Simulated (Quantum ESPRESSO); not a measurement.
# Cd2S (P3m1) in Quantum ESPRESSO: notebook, part 2 of 2

Quantum ESPRESSO 7.5. Earlier steps stand in the parts before.

### Step 3. Phonons, LDA

File pw.in:

```
&CONTROL
  calculation = 'scf'
  prefix = 'pwscf'
  outdir = './tmp'
  pseudo_dir = './pseudo'
  tprnfor = .true.
  tstress = .true.
  disk_io = 'low'
/
&SYSTEM
  ibrav = 0
  celldm(1) = 8
  nat = 3
  ntyp = 2
  ecutwfc = 45
  ecutrho = 360
  nbnd = 22
  occupations = 'smearing'
  smearing = 'fd'
  degauss = 0.00367493
/
&ELECTRONS
  conv_thr = 6d-10
  electron_maxstep = 120
  mixing_beta = 0.5
/
ATOMIC_SPECIES
Cd   112.4140 cd_lda_v1.uspp.F.UPF
S     32.0600 s_lda_v1.4.uspp.F.UPF
CELL_PARAMETERS alat
  0.9360451393584   0.0000000000000   0.0000000000000
 -0.4680225696792   0.8106388697852   0.0000000000000
  0.0000000000000   0.0000000000000   1.3722227356709
ATOMIC_POSITIONS crystal
Cd     0.3333333333    0.6666666667    0.9327170000
Cd     0.6666666667    0.3333333333    0.5787350000
S      0.3333333333    0.6666666667    0.3657050000
K_POINTS automatic
8 8 4 0 0 1
```

File relax.in:

```
&CONTROL
  calculation = 'vc-relax'
  prefix = 'pwscf'
  outdir = './tmp'
  pseudo_dir = './pseudo'
  tprnfor = .true.
  tstress = .true.
  disk_io = 'low'
  nstep = 40
  forc_conv_thr = 0.0001
  etot_conv_thr = 1d-06
/
&SYSTEM
  ibrav = 0
  celldm(1) = 8
  nat = 3
  ntyp = 2
  ecutwfc = 45
  ecutrho = 360
  nbnd = 22
  occupations = 'smearing'
  smearing = 'fd'
  degauss = 0.00367493
/
&ELECTRONS
  conv_thr = 6d-10
  electron_maxstep = 120
  mixing_beta = 0.5
/
&IONS
  ion_dynamics = 'bfgs'
/
&CELL
  cell_dynamics = 'bfgs'
  press = 0
  press_conv_thr = 0.2
/
ATOMIC_SPECIES
Cd   112.4140 cd_lda_v1.uspp.F.UPF
S     32.0600 s_lda_v1.4.uspp.F.UPF
CELL_PARAMETERS alat
  0.9360451393584   0.0000000000000   0.0000000000000
 -0.4680225696792   0.8106388697852   0.0000000000000
  0.0000000000000   0.0000000000000   1.3722227356709
ATOMIC_POSITIONS crystal
Cd     0.3333333333    0.6666666667    0.9327170000
Cd     0.6666666667    0.3333333333    0.5787350000
S      0.3333333333    0.6666666667    0.3657050000
K_POINTS automatic
8 8 4 0 0 1
```

File gamma.in:

```
&CONTROL
  calculation = 'bands'
  prefix = 'pwscf'
  outdir = './tmp'
  pseudo_dir = './pseudo'
  disk_io = 'low'
  verbosity = 'high'
/
&SYSTEM
  ibrav = 0
  celldm(1) = 8
  nat = 3
  ntyp = 2
  ecutwfc = 45
  ecutrho = 360
  nbnd = 22
  occupations = 'smearing'
  smearing = 'fd'
  degauss = 0.00367493
/
&ELECTRONS
  conv_thr = 1d-08
  electron_maxstep = 120
  mixing_beta = 0.5
  diago_full_acc = .true.
  startingwfc = 'random'
/
ATOMIC_SPECIES
Cd   112.4140 cd_lda_v1.uspp.F.UPF
S     32.0600 s_lda_v1.4.uspp.F.UPF
CELL_PARAMETERS alat
  0.8960837889878   0.0000000000068   0.0000000000000
 -0.4480418944998   0.7760313251795   0.0000000000000
  0.0000000000000   0.0000000000000   1.3266277816500
ATOMIC_POSITIONS crystal
Cd     0.3333333333    0.6666666667    0.9285306330
Cd     0.6666666666    0.3333333334    0.5859414083
S      0.3333333333    0.6666666667    0.3626849587
K_POINTS crystal
1
0.0 0.0 0.0 1
```

File scf2.in:

```
&CONTROL
  calculation = 'scf'
  prefix = 'pwscf'
  outdir = './tmp'
  pseudo_dir = './pseudo'
  tprnfor = .true.
  tstress = .true.
  disk_io = 'low'
/
&SYSTEM
  ibrav = 0
  celldm(1) = 8
  nat = 3
  ntyp = 2
  ecutwfc = 45
  ecutrho = 360
  nbnd = 22
  occupations = 'fixed'
/
&ELECTRONS
  conv_thr = 1d-13
  electron_maxstep = 120
  mixing_beta = 0.5
  startingpot = 'file'
/
ATOMIC_SPECIES
Cd   112.4140 cd_lda_v1.uspp.F.UPF
S     32.0600 s_lda_v1.4.uspp.F.UPF
CELL_PARAMETERS alat
  0.8960837889878   0.0000000000068   0.0000000000000
 -0.4480418944998   0.7760313251795   0.0000000000000
  0.0000000000000   0.0000000000000   1.3266277816500
ATOMIC_POSITIONS crystal
Cd     0.3333333333    0.6666666667    0.9285306330
Cd     0.6666666666    0.3333333334    0.5859414083
S      0.3333333333    0.6666666667    0.3626849587
K_POINTS automatic
8 8 4 0 0 1
```

File ph.in:

```
phonons of Cd2S
&INPUTPH
  prefix = 'pwscf'
  outdir = './tmp'
  tr2_ph = 1d-18
  fildyn = 'dyn'
  niter_ph = 90
  alpha_mix(1) = 0.7
  epsil = .true.
/
0.0000000000 0.0000000000 0.0000000000
```

File dynmat.in:

```
&INPUT
  fildyn = 'dyn'
  asr = 'crystal'
  lperm = .true.
  filout = 'dynmat.disp'
  fileig = 'dynmat.eig'
/
```

File dynmat_lo.in:

```
&INPUT
  fildyn = 'dyn'
  asr = 'crystal'
  filout = 'dynmat_lo.disp'
  fileig = 'dynmat_lo.eig'
  q(1) = 0
  q(2) = 0
  q(3) = 1
/
```

Potentials or basis: GBRV 1.5 LDA.

Started as:

```sh
$ OMP_NUM_THREADS=1 pw.x -in pw.in > pw.out
$ OMP_NUM_THREADS=1 pw.x -in relax.in > relax.out
$ OMP_NUM_THREADS=1 pw.x -in gamma.in > gamma.out
$ OMP_NUM_THREADS=1 pw.x -in scf2.in > scf2.out
$ OMP_NUM_THREADS=1 ph.x -in ph.in > ph.out
$ OMP_NUM_THREADS=1 dynmat.x -in dynmat.in > dynmat.out
$ OMP_NUM_THREADS=1 dynmat.x -in dynmat_lo.in > dynmat_lo.out
```

pw.out:

```text
This program is part of the open-source Quantum ESPRESSO suite
     for quantum simulation of materials; please cite
[... 9 lines left out ...]
     --------------------
     sticks:   dense  smooth     PW     G-vecs:    dense   smooth      PW
     Sum        1393     685    199                61423    21695    3499

     Using Slab Decomposition

     bravais-lattice index     =            0
     lattice parameter (alat)  =       8.0000  a.u.
     unit-cell volume          =     533.1124 (a.u.)^3
     number of atoms/cell      =            3
     number of atomic types    =            2
     number of electrons       =        30.00
     number of Kohn-Sham states=           22
     kinetic-energy cutoff     =      45.0000  Ry
     charge density cutoff     =     360.0000  Ry
     scf convergence threshold =      6.0E-10
     mixing beta               =       0.5000
     number of iterations used =            8  plain     mixing
     Exchange-correlation=  SLA  PZ   NOGX NOGC
                           (   1   1   0   0   0   0   0)

     celldm(1)=   8.000000  celldm(2)=   0.000000  celldm(3)=   0.000000
     celldm(4)=   0.000000  celldm(5)=   0.000000  celldm(6)=   0.000000

     crystal axes: (cart. coord. in units of alat)
               a(1) = (   0.936045   0.000000   0.000000 )
               a(2) = (  -0.468023   0.810639   0.000000 )
               a(3) = (   0.000000   0.000000   1.372223 )

     reciprocal axes: (cart. coord. in units 2 pi/alat)
               b(1) = (  1.068325  0.616797 -0.000000 )
               b(2) = (  0.000000  1.233595  0.000000 )
               b(3) = (  0.000000 -0.000000  0.728745 )

     PseudoPot. # 1 for Cd read from file:
     cd_lda_v1.uspp.F.UPF
     Pseudo is Ultrasoft + core correction, Zval = 12.0
     Generated by new atomic code, or converted to UPF format
     Using radial grid of  889 points,  6 beta functions with:
                l(1) =   0
                l(2) =   0
                l(3) =   1
                l(4) =   1
                l(5) =   2
                l(6) =   2
     Q(r) pseudized with  6 coefficients,  rinner =    1.000   1.000   1.000
                                                       1.000   1.000

     PseudoPot. # 2 for S  read from file:
     s_lda_v1.4.uspp.F.UPF
     Pseudo is Ultrasoft + core correction, Zval =  6.0
     Generated by new atomic code, or converted to UPF format
     Using radial grid of  907 points,  6 beta functions with:
                l(1) =   0
                l(2) =   0
                l(3) =   1
                l(4) =   1
                l(5) =   2
                l(6) =   2
     Q(r) pseudized with  8 coefficients,  rinner =    1.300   1.300   1.300
                                                       1.300   1.300

     atomic species   valence    mass     pseudopotential
     Cd               12.00   112.41400     Cd( 1.00)
     S                 6.00    32.06000     S ( 1.00)

      6 Sym. Ops. (no inversion) found

   Cartesian axes

     site n.     atom                  positions (alat units)
         1        Cd     tau(   1) = (  -0.0000000   0.5404259   1.2798955  )
         2        Cd     tau(   2) = (   0.4680226   0.2702130   0.7941533  )
         3        S      tau(   3) = (  -0.0000000   0.5404259   0.5018287  )

     number of k points=    30  Fermi-Dirac smearing, width (Ry)=  0.0037
                       cart. coord. in units 2pi/alat
        k(    1) = (   0.0000000   0.0000000   0.0910931), wk =   0.0156250
        k(    2) = (   0.0000000   0.0000000   0.2732792), wk =   0.0156250
        k(    3) = (   0.0000000   0.1541994   0.0910931), wk =   0.0468750
        k(    4) = (   0.0000000   0.1541994   0.2732792), wk =   0.0468750
        k(    5) = (   0.0000000   0.3083987   0.0910931), wk =   0.0468750
        k(    6) = (   0.0000000   0.3083987   0.2732792), wk =   0.0468750
[... 22 lines left out ...]
        k(   29) = (  -0.1335406  -0.5396978   0.0910931), wk =   0.0937500
        k(   30) = (  -0.1335406  -0.5396978   0.2732792), wk =   0.0937500

     Dense  grid:    61423 G-vectors     FFT dimensions: (  45,  45,  72)

     Smooth grid:    21695 G-vectors     FFT dimensions: (  32,  32,  48)

     Initial potential from superposition of free atoms

     starting charge      28.9999, renormalised to      30.0000

     negative rho (up, down):  4.193E-02 0.000E+00
     Starting wfcs are   22 randomized atomic wfcs

     Self-consistent Calculation

     iteration #  1     ecut=    45.00 Ry     beta= 0.50
     Davidson diagonalization with overlap
     ethr =  1.00E-02,  avg # of iterations =  5.3

     Threshold (ethr) on eigenvalues was too large:
     Diagonalizing with lowered threshold

     Davidson diagonalization with overlap
     ethr =  8.00E-04,  avg # of iterations =  1.2

     negative rho (up, down):  4.030E-02 0.000E+00
[... 85 lines left out ...]
     iteration # 11     ecut=    45.00 Ry     beta= 0.50
     Davidson diagonalization with overlap
     ethr =  2.37E-11,  avg # of iterations =  4.6

     negative rho (up, down):  4.125E-02 0.000E+00

     End of self-consistent calculation

          k = 0.0000 0.0000 0.0911 (  2651 PWs)   bands (ev):

    -6.4888  -2.1700  -2.1700  -2.0933  -2.0922  -2.0922  -1.7780  -1.7780
    -1.7661  -1.4462  -1.4462   1.1168   3.0313   5.4444   5.4444   8.9396
    11.0012  12.7410  12.7410  14.1797  14.1797  15.9480
[... 171 lines left out ...]
    -6.0451  -2.3252  -2.1631  -2.0796  -1.9934  -1.8506  -1.7901  -1.7570
    -1.5963  -1.5015  -1.3056   1.9759   2.5245   4.3510   5.4975   7.2100
     9.4033  10.3149  11.8332  12.3930  14.6166  15.1867

     the Fermi energy is     6.1429 ev

!    total energy              =    -253.15671318 Ry
     estimated scf accuracy    <          8.7E-11 Ry
     smearing contrib. (-TS)   =      -0.00000816 Ry
     internal energy E=F+TS    =    -253.15670502 Ry

     The total energy is F=E-TS. E is the sum of the following terms:
     one-electron contribution =     -74.09934233 Ry
     hartree contribution      =      60.65933190 Ry
     xc contribution           =     -86.20734738 Ry
     ewald contribution        =    -153.50934721 Ry

     convergence has been achieved in  11 iterations

     negative rho (up, down):  4.125E-02 0.000E+00

     Forces acting on atoms (cartesian axes, Ry/au):

     atom    1 type  1   force =     0.00000000    0.00000000   -0.00048134
     atom    2 type  1   force =     0.00000000    0.00000000   -0.00507289
     atom    3 type  2   force =     0.00000000   -0.00000000    0.00555423

     Total force =     0.007538     Total SCF correction =     0.000065

     Computing stress (Cartesian axis) and pressure

     negative rho (up, down):  4.125E-02 0.000E+00
          total   stress  (Ry/bohr**3)                   (kbar)     P=      -47.51
  -0.00028295   0.00000000   0.00000000          -41.62        0.00        0.00
  -0.00000000  -0.00028295  -0.00000000           -0.00      -41.62       -0.00
   0.00000000   0.00000000  -0.00040292            0.00        0.00      -59.27

=------------------------------------------------------------------------------=
   JOB DONE.
=------------------------------------------------------------------------------=
```

relax.out:

```text
This program is part of the open-source Quantum ESPRESSO suite
     for quantum simulation of materials; please cite
[... 9 lines left out ...]
     --------------------
     sticks:   dense  smooth     PW     G-vecs:    dense   smooth      PW
     Sum        1393     685    199                61423    21695    3499
[... 518 lines left out ...]
   0.00002532  -0.00000000   0.00000000            3.73       -0.00        0.00
  -0.00000000   0.00002532   0.00000000           -0.00        3.73        0.00
  -0.00000000   0.00000000   0.00002244           -0.00        0.00        3.30

=------------------------------------------------------------------------------=
   JOB DONE.
=------------------------------------------------------------------------------=
```

gamma.out:

```text
This program is part of the open-source Quantum ESPRESSO suite
     for quantum simulation of materials; please cite
         "P. Giannozzi et al., J. Phys.:Condens. Matter 21 395502 (2009);
         "P. Giannozzi et al., J. Phys.:Condens. Matter 29 465901 (2017);
         "P. Giannozzi et al., J. Chem. Phys. 152 154105 (2020);
[... 176 lines left out ...]
    -5.5344  -1.0268  -1.0268  -0.9202  -0.9202  -0.8537  -0.5903  -0.4550
    -0.4550  -0.0302  -0.0302   2.6110   3.4772   7.0260   7.0260  11.1139
    12.9050  14.6689  14.6689  16.4713  16.4713  17.9738

=------------------------------------------------------------------------------=
   JOB DONE.
=------------------------------------------------------------------------------=
```

It took 71 min on 1 thread of AMD EPYC (Zen 3), shared host; peak memory 0.28 GiB.

Results:

- Free energy: -3444.5048 eV
- Relaxed volume: 23.33 Å³/atom
- Relaxed cell: a = 3.793 Å, b = 3.793 Å, c = 5.616 Å, α = 90.00°, β = 90.00°, γ = 120.00°
- Space group after relaxing (to 0.05 Å): P3m1 (No. 156)
- Pressure after relaxing: 0.4 GPa
- Electronic dielectric tensor (diagonal): 24.01, 24.01, 20.19
- Born charges (mean of the diagonal): Cd +1.76, +1.28; S -2.87 e
- Highest phonon frequency at Γ, LO-TO splitting left out: 305 cm⁻¹
- Static dielectric tensor (diagonal): 39.89, 39.89, 23.20

The path:
```tsv
step	energy change (eV)	largest force (eV/Å)	pressure (GPa)	volume (Å³)
1	0.0000	0.1428	-4.75	79.00
2	-0.0525	0.0915	-3.80	77.10
3	-0.1076	0.1569	-2.10	74.19
4	-0.1298	0.3201	0.30	70.79
5	-0.1329	0.2631	0.07	70.93
6	-0.1355	0.2158	0.01	70.86
7	-0.1383	0.1470	-0.03	70.68
8	-0.1407	0.0654	-0.04	70.38
9	-0.1411	0.0531	-0.04	70.21
10	-0.1412	0.0463	-0.04	70.18
11	-0.1413	0.0316	-0.03	70.14
12	-0.1415	0.0206	-0.02	70.08
13	-0.1416	0.0235	0.01	70.01
14	-0.1416	0.0194	0.01	70.00
15	-0.1416	0.0059	0.00	69.99
16	-0.1416	0.0011	0.00	69.99
```

Final structure:
```
Cd S
1.0
     3.79350    0.00000    0.00000
    -1.89675    3.28526    0.00000
     0.00000    0.00000    5.61617
Cd S
2 1
Direct
  0.33333 0.66667 0.92853
  0.66667 0.33333 0.58594
  0.33333 0.66667 0.36268
```

Phonon frequencies in cm⁻¹ (negative: imaginary):
| q point | frequencies |
| --- | --- |
| (0.000, 0.000, 0.000) | -7 -6 -6 42 42 154 223 223 305 |

Electronic dielectric tensor:
```
24.01  0.00  0.00
 0.00 24.01  0.00
 0.00  0.00 20.19
```

Born effective charge tensors (e):
atom 1, Cd
```
1.22 0.00 0.00
0.00 1.22 0.00
0.00 0.00 2.84
```
atom 2, Cd
```
1.50 0.00 0.00
0.00 1.50 0.00
0.00 0.00 0.83
```
atom 3, S
```
-2.82  0.00  0.00
 0.00 -2.82  0.00
 0.00  0.00 -2.96
```

Optical modes at Γ, degenerate ones joined, polar ones without the macroscopic field:
```
cm⁻¹  components  symmetry     active in  IR intensity, summed ((D/Å)²/amu)
  42           2         E  IR and Raman                               1.43
 154           1        A1  IR and Raman                               0.12
 223           2         E  IR and Raman                              11.37
 305           1        A1  IR and Raman                               8.68
```

Zone-centre frequencies without and with the macroscopic field along z (cm⁻¹):
```
                optical modes in rising order
       without          42 42 154 223 223 305
with the field          42 42 155 223 223 325
```

Static dielectric tensor, electrons and zone-centre modes:
```
39.89  0.00  0.00
 0.00 39.89  0.00
 0.00  0.00 23.20
```

Caveat: the mesh is thin for the dielectric tensor, Born charges and intensities, which usually come out too large; the gap on the mesh is small and may close between mesh points, in which case fixed occupations spoil the response; the Born charges break their sum rule by 0.17 e, a sign of too thin a mesh.
